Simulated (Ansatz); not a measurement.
# Y3Ge: the cost of one run

Computed with Ansatz 0.2.0 (DFT PBE, scalar-relativistic, plane waves, PAW, unless a step's input says otherwise).

## (1) The structure to begin with

It takes space group P4/mmm (No. 123, tetragonal). The conventional cell has a = 4.720 Å, b = 4.720 Å, c = 4.453 Å, α = 90.00°, β = 90.00°, γ = 90.00°. Y (site symmetry mmm) has 8 Y at 3.24 to 3.34 Å and 4 Ge at 3.24 Å in its first shell of neighbours. Y (site symmetry 4/mmm) is surrounded by 8 Y at 3.24 Å and 4 Ge at 3.34 Å. Ge (site symmetry 4/mmm) has 12 Y at 3.24 to 3.34 Å in its first shell of neighbours.

Coordinates:

```
CELL_PARAMETERS angstrom
4.71996 0.00000 0.00000
0.00000 4.71996 0.00000
0.00000 0.00000 4.45279
ATOMIC_POSITIONS crystal
Y 0.00000 0.50000 0.50000
Y 0.50000 0.00000 0.50000
Y 0.50000 0.50000 0.00000
Ge 0.00000 0.00000 0.00000
```

A structure generator made this guess: species swapped into a database cell of Ti3Ag (P4/mmm, No. 123), with Y on the Ti sites and Ge on the Ag sites. Its size is a rough estimate.

## (2) A first look at the guess

The input, input.yaml:

```yaml
crystal:
  lattice:
    - [4.71995995, 0.0, 0.0]
    - [0.0, 4.71995995, 0.0]
    - [0.0, 0.0, 4.45279268]
  atoms:
    - { symbol: "Y", position: [0.0, 0.5, 0.5] }
    - { symbol: "Y", position: [0.5, 0.0, 0.5] }
    - { symbol: "Y", position: [0.5, 0.5, 0.0] }
    - { symbol: Ge, position: [0.0, 0.0, 0.0] }
basis:
  ecutwfc: 420
kpoints:
  mp_grid: { grid: [4, 4, 4] }
hamiltonian:
  xc: pbe
scf:
  occupations: { method: gaussian, width: 0.1 }
  lower_state_search: "off"
output:
  forces: true
  stress: true
  eigenvalues: true
```

Command:

```
> ansatz run input.yaml --threads 1 --pin off --max-ram 2560MiB --backend cpu --events-out ev --progress --plain --runs-dir out
```

Q: Estimate wall time and peak memory on 1 thread of Intel Xeon Platinum 8375C at 2.90GHz (Ice Lake), shared host.

About 2 s, with a peak of 0.42 GiB.
